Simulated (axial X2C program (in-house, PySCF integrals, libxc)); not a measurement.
# CdSe⁻: EOM-EA-CCSD levels

Aim: EOM-EA-CCSD levels of CdSe⁻, with spin–orbit coupling in the Hamiltonian from the start.

Program: an in-house X2C program for linear molecules on PySCF integrals. Level of theory: two-component X2C with atomic mean-field terms, Cd dyall-acv3z, Se dyall-acv3z. These are calculated values, not measurements.

### Step 1. Set-up

File task.json:

```json
{"zs": [48, 34], "q": -1, "bas": ["dyall-acv3z", "dyall-acv3z"], "r0": 2.51, "eom": "ea", "thr": -2.0, "nmax": 92, "grid": [1, 0.96, 1.045, 0.92, 1.09, 1.15], "rq": 0}
```

Keys: zs atomic numbers; q charge; bas basis sets; r0 starting distance in Å; eom kind of EOM run; thr threshold in hartree for freezing inner shells (an s shell follows its p shell); nmax most natural virtual spinors; grid distances as factors.

Run with:

```
> python soeom.py task.json out
```

After this run come: EOM-EA-CCSD at 2.580 Å.

Before running it: what results should come out? Wanted: next root led by one particle; T1 of the reference.

The runs gave:

| quantity | value |
| --- | --- |
| lowest root at 2.580 Å | Ω = 1/2, 2.137 eV |
| next root led by one particle | Ω = 1/2, about 18350 cm⁻¹ higher |
| T1 of the reference | 0.040 |

In words: The added electron is bound by 2.14 eV in a spinor of 33% Cd pσ, 30% Se pσ, 26% Cd sσ. The closed-shell reference lies 0.08 eV above the lowest determinant found, so these energies count from an excited configuration. Errors of 0.1 to 0.3 eV are usual at this size, and roots led by higher excitations are left out, so the list is incomplete, and low states of that kind can be missing. T1 or the largest double amplitude of the reference is raised, which lowers the reliability.
